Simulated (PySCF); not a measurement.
# F2Hf (Hf(F)22+): the cost of one run

The runs use PySCF 2.14.0; PBE0, Hf def2-SVP with ECP60, F def2-SVP; scalar-relativistic core potentials, no spin–orbit coupling.

1 further run of the same task is left out (for a known fault of the program).

## (1) The system as given

3 atoms, charge 2, spin multiplicity 1.

Bond lengths: Hf1–F2 1.858 Å, Hf1–F3 1.858 Å. Angles: F2–Hf1–F3 131.8°.

As a file:

```
atom    x (Å)   y (Å)   z (Å)
 Hf1   0.0000  0.0000  0.0000
  F2   1.6956  0.0000  0.7588
  F3  -1.6956  0.0000  0.7588
```

Formal oxidation states: Hf +4.

## (2) SCF at the start, singlet

File run.py (the lines that set the calculation):

```python
mol = gto.M(atom='''
Hf     0.00000     0.00000     0.00000
F      1.69560     0.00000     0.75880
F     -1.69560     0.00000     0.75880''',
    basis={'Hf': 'def2-SVP', 'F': 'def2-SVP'},
    ecp={'Hf': 'def2-SVP'},
    charge=2, spin=0)
mf = dft.RKS(mol, xc='PBE0')
mf.grids.atom_grid = (50, 194)
mf = mf.density_fit()  # fitting sets: Hf def2-universal-JKFIT, F def2-universal-JKFIT
mf.conv_tol = 1e-08; mf.max_cycle = 55
mf.kernel(dm0)  # dm0: free metal ions and neutral atoms
```

Run with:

```sh
> OMP_NUM_THREADS=2 python run.py
```

Q: Estimate wall time and peak memory on 2 threads of Arm Neoverse V2, shared host.

About 1 s, with a peak of 0.27 GiB.
